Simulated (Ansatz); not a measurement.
# Isostructural AlFe, AlRu, AlOs, AlPt: table of trends, by script

Aim: a table of trends, for isostructural AlFe, AlRu, AlOs, AlPt, run from a script.

All numbers are computed with Ansatz 0.2.0, driven from Python. Level of theory: DFT PBEsol, plane waves, PAW.

## Step 1: The structure

AlFe Pm-3m: It takes space group Pm-3m (No. 221, cubic). The conventional cell has a = 2.910 Å, b = 2.910 Å, c = 2.910 Å, α = 90.00°, β = 90.00°, γ = 90.00°. Around Al (site symmetry m-3m) lie 8 Fe at 2.52 Å. Fe (site symmetry m-3m) has 8 Al at 2.52 Å as nearest neighbours.

AlRu Pm-3m: Symmetry: Pm-3m, No. 221, cubic system. Conventional cell: a = 2.992 Å, b = 2.992 Å, c = 2.992 Å, α = 90.00°, β = 90.00°, γ = 90.00°. Al (site symmetry m-3m) is surrounded by 8 Ru at 2.59 Å. Ru (site symmetry m-3m) is surrounded by 8 Al at 2.59 Å.

AlOs Pm-3m: It takes space group Pm-3m (No. 221, cubic). Conventional cell: a = 2.998 Å, b = 2.998 Å, c = 2.998 Å, α = 90.00°, β = 90.00°, γ = 90.00°. Around Al (site symmetry m-3m) lie 8 Os at 2.60 Å. Os (site symmetry m-3m) is surrounded by 8 Al at 2.60 Å.

AlPt Pm-3m: The structure is cubic, space group Pm-3m (No. 221). Conventional cell: a = 3.092 Å, b = 3.092 Å, c = 3.092 Å, α = 90.00°, β = 90.00°, γ = 90.00°. Around Al (site symmetry m-3m) lie 8 Pt at 2.68 Å. Around Pt (site symmetry m-3m) lie 8 Al at 2.68 Å.

No structure file is read: the coordinates are typed or built in the script.

## Step 2: The code

The input, run_trend.py:

```python
import warnings

import ansatz as az
from ase import Atoms
import matplotlib.pyplot as plt
import numpy as np

FUNCTIONAL = "PBEsol"
KSPACING = 0.14
SMEARING = "fermi_dirac"
WIDTH_EV = 0.1

POLARISED = {"AlFe"}


def solve(name, crystal):
    calc = crystal.calculation()
    calc = calc.functional(FUNCTIONAL)
    calc = calc.basis(38 * az.Ry)
    calc = calc.kpoints(spacing=KSPACING).occupations(SMEARING, width=WIDTH_EV)
    calc = calc.stress().band_table()
    if name in POLARISED:
        calc = calc.spin("collinear")
    calc = calc.relax(force_tolerance=0.01, fix_cell=["shape"])
    return calc.run()


def volume_per_atom(outcome):
    return abs(np.linalg.det(outcome.lattice.cell_ang)) / len(outcome.lattice.sites)


def main() -> None:
    warnings.simplefilter("ignore", az.DeckWarning)

    phases = {}
    alfe = (
        az.Lattice.cubic(2.91)
        .space_group(221)
        .atom("Al", [0.0, 0.0, 0.0])
        .atom("Fe", [0.5, 0.5, 0.5])
        .moments(Fe=3.5)
    )
    phases["AlFe"] = alfe
    alru = (
        az.Lattice.cubic(2.9916)
        .space_group(221)
        .atom("Al", [0.0, 0.0, 0.0])
        .atom("Ru", [0.5, 0.5, 0.5])
    )
    phases["AlRu"] = alru
    alos = (
        az.Lattice.from_parameters(2.997912, 2.997912, 2.997912, alpha=90.0, beta=90.0, gamma=90.0)
        .atom("Al", [0.0, 0.0, 0.0])
        .atom("Os", [0.5, 0.5, 0.5])
    )
    phases["AlOs"] = alos
    atoms = Atoms(
        ["Al", "Pt"],
        scaled_positions=[
            [0.0, 0.0, 0.0],
            [0.5, 0.5, 0.5],
        ],
        cell=[
            [3.09155, 0.0, 0.0],
            [0.0, 3.09155, 0.0],
            [0.0, 0.0, 3.09155],
        ],
        pbc=True,
    )
    alpt = az.Crystal.from_ase(atoms)
    phases["AlPt"] = alpt

    done = {}
    for name, crystal in phases.items():
        try:
            done[name] = solve(name, crystal)
        except az.NonConvergedError as error:
            print(name, "did not converge:", str(error)[:120])

    rows = [(name, volume_per_atom(o), abs(o.report["magnetization_mub"])) for name, o in done.items()]
    print("  compound  V (A^3/atom)  M (muB/cell)")
    for row in rows:
        print(f"{str(row[0]):>10}  {row[1]:12.3f}  {row[2]:12.2f}")
    plt.figure(figsize=(4.5, 3))
    plt.bar([row[0] for row in rows], [row[1] for row in rows])
    plt.ylabel("V (A^3/atom)")
    plt.tight_layout()
    plt.savefig("trend.png", dpi=100)


if __name__ == "__main__":
    main()
```

## Step 3: The calls as engine input

The package turns the script's settings into the engine's input (first run):

```yaml
crystal:
  lattice:
    bravais: cubic
    a: 2.91
  space_group: 221
  atoms:
    - { symbol: Al, position: [0.0, 0.0, 0.0] }
    - { symbol: Fe, position: [0.5, 0.5, 0.5] }
basis:
  ecutwfc: 517.016338673772
kpoints:
  mp_grid:
    kspacing: 0.14
hamiltonian:
  xc: pbesol
magnetization:
  spin_polarized: true
  per_species:
    Fe: 3.5
scf:
  occupations:
    method: fermi_dirac
    width: 0.1
relax:
  f_tol: 0.01
  cell:
    fix: [shape]
output:
  stress: true
  eigenvalues: true
```

## Step 4: Launch

Started as:

```
$ python run_trend.py
```

The program printed:

```text
  compound  V (A^3/atom)  M (muB/cell)
      AlFe        11.532          0.67
      AlRu        13.193          0.00
      AlOs        13.410          0.00
      AlPt        14.331          0.00
```

Wall time 2.1 min (1 thread of Arm Neoverse V1, shared host); peak memory 0.59 GiB.

## Step 5: The engine's runs

The 4 runs, in the order started:

| run | system | spin polarised | energy (eV/atom) | final volume (Å³/atom) | pressure (GPa) | moment (μB/cell) | SCF cycles in all | CPU time (s) |
| --- | --- | --- | --- | --- | --- | --- | --- | --- |
| 1 | AlFe (2 atoms) | yes | -2487.0651 | 11.53 | -0.02 | 0.67 | 51 | 70 |
| 2 | AlRu (2 atoms) | not set | -3171.1665 | 13.19 | -0.02 | 0.00 | 25 | 19 |
| 3 | AlOs (2 atoms) | not set | -5888.1704 | 13.41 | -0.01 | 0.00 | 25 | 13 |
| 4 | AlPt (2 atoms) | not set | -6455.1235 | 14.33 | 0.00 | 0.00 | 32 | 19 |

Energies are free energies F = E - TS of the smeared occupations. Totals carry meaning only in balanced differences at one level of theory.

## Step 6: Path of the relaxation of run 3

Step by step:

| step | E - E(step 1) (eV/cell) | largest force component (eV/Å) | pressure (GPa) | volume (Å³) |
| --- | --- | --- | --- | --- |
| 1 | 0.0000 | 0.0000 | -1.15 | 26.94 |
| 2 | -0.0004 | 0.0000 | 0.60 | 26.76 |
| 3 | -0.0005 | 0.0000 | 0.00 | 26.82 |
| 4 | -0.0005 | 0.0000 | -0.01 | 26.82 |

Step 1 is the start. Step 4 repeats the geometry before it on a plane-wave basis chosen anew for that cell, so its energy need not be comparable with the rows above.

|  | before | after | change |
| --- | --- | --- | --- |
| a (Å) | 2.998 | 2.993 | -0.2 % |
| b (Å) | 2.998 | 2.993 | -0.2 % |
| c (Å) | 2.998 | 2.993 | -0.2 % |
| volume (Å³/atom) | 13.47 | 13.41 | -0.5 % |
| shortest distance (Å) | 2.596 | 2.592 | -0.2 % |
| space group (0.01 Å) | Pm-3m | Pm-3m | same |

The run keeps the 48 symmetry operations of the start, so it could not have lowered the symmetry.

## Step 7: The relaxation of run 4, step by step

The steps of the relaxation:

```csv
step,E - E(step 1) (eV/cell),largest force component (eV/Å),pressure (GPa),volume (Å³)
1,0.0000,0.0000,-5.71,29.55
2,-0.0075,0.0000,4.66,28.04
3,-0.0163,0.0000,-0.25,28.70
4,-0.0163,0.0000,0.00,28.66
5,-0.0163,0.0000,0.00,28.66
```

Step 1 is the start. Step 5 repeats the geometry before it on a plane-wave basis chosen anew for that cell, so its energy need not be comparable with the rows above.

|  | before | after | change |
| --- | --- | --- | --- |
| a (Å) | 3.092 | 3.060 | -1.0 % |
| b (Å) | 3.092 | 3.060 | -1.0 % |
| c (Å) | 3.092 | 3.060 | -1.0 % |
| volume (Å³/atom) | 14.77 | 14.33 | -3.0 % |
| shortest distance (Å) | 2.677 | 2.650 | -1.0 % |
| space group (0.01 Å) | Pm-3m | Pm-3m | same |

Forces and stress were held to the start's 48 operations: a distortion of lower symmetry was not tested.

## Step 8: Results

| quantity | value |
| --- | --- |
| runs compared | 4 |
| AlFe (run 1): relaxed volume, space group | 11.53 Å³/atom, Pm-3m |
| AlRu (run 2): relaxed volume, space group | 13.19 Å³/atom, Pm-3m |
| AlOs (run 3): relaxed volume, space group | 13.41 Å³/atom, Pm-3m |
| AlPt (run 4): relaxed volume, space group | 14.33 Å³/atom, Pm-3m |

**Reading.** By relaxed volume an atom the order is AlFe (run 1) < AlRu (run 2) < AlOs (run 3) < AlPt (run 4). In run 3, the volume shrank by 0.5 % over 2 moves, and the space group stayed Pm-3m. In run 4, over 3 moves the cell shrank by 3.0 % in volume, and the space group stayed Pm-3m. Notes:
- Atoms and volume are relaxed with the cell's shape held, which in cells of lower than cubic symmetry can hide stresses and shift volumes.
- Spin-orbit coupling, which matters for elements this heavy, is left out.
- Some members of the series are computed structures and not known phases. Magnetic phases start from parallel moments and may not end in their lowest magnetic state.
